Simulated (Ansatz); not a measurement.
# Mg2W: the cost of one run

Program: Ansatz 0.2.0. Level of theory: DFT PBE, scalar-relativistic, plane waves, PAW. These are calculated values, not measurements.

## (1) The structure to begin with

The structure is tetragonal, space group I4/mmm (No. 139). Conventional cell: a = 3.299 Å, b = 3.299 Å, c = 10.733 Å, α = 90.00°, β = 90.00°, γ = 90.00°. Mg (site symmetry 4mm) is surrounded by 4 W at 2.90 Å and 9 Mg at 3.03 to 3.43 Å. W (site symmetry 4/mmm) has 8 Mg at 2.90 Å and 4 W at 3.30 Å as nearest neighbours.

As a file:

```xyz
3
Lattice="-1.6493 1.6493 5.3663 1.6493 -1.6493 5.3663 1.6493 1.6493 -5.3663" Properties=species:S:1:pos:R:3 pbc="T T T"
Mg    0.0000    0.0000    3.6491
Mg    0.0000    0.0000    7.0836
W     0.0000    0.0000    0.0000
```

This is candidate A: Ti2Pd type (I4/mmm, No. 139).

(A quick probe on a coarse mesh, which set the mesh and smearing, is not shown.)

## (3) Rough relaxation on the coarse mesh (candidate A)

The input, input.yaml:

```yaml
crystal:
  lattice:
    - [-1.6492917246, 1.6492917246, 5.3663362456]
    - [1.6492917246, -1.6492917246, 5.3663362456]
    - [1.6492917246, 1.6492917246, -5.3663362456]
  atoms:
    - { symbol: Mg, position: [0.34, 0.34, 0.0] }
    - { symbol: Mg, position: [0.66, 0.66, 0.0] }
    - { symbol: W, position: [0.0, 0.0, 0.0] }
basis:
  ecutwfc: 420
kpoints:
  mp_grid: { grid: [8, 8, 8] }
hamiltonian:
  xc: pbe
scf:
  occupations: { method: gaussian, width: 0.1 }
  lower_state_search: "off"
output:
  forces: true
  stress: true
  eigenvalues: true
relax:
  adjacent_minimum: "off"
  f_tol: 0.04
  max_steps: 70
  cell: { stress_tol: 0.4 }
```

Command:

```
$ ansatz run input.yaml --threads 1 --pin off --max-ram 2560MiB --backend cpu --events-out ev --progress --plain --runs-dir out
```

What time and memory should one allow on 1 thread of Intel Xeon 6975P-C (Granite Rapids), shared host?

About 22 s, with a peak of 0.4 GiB.
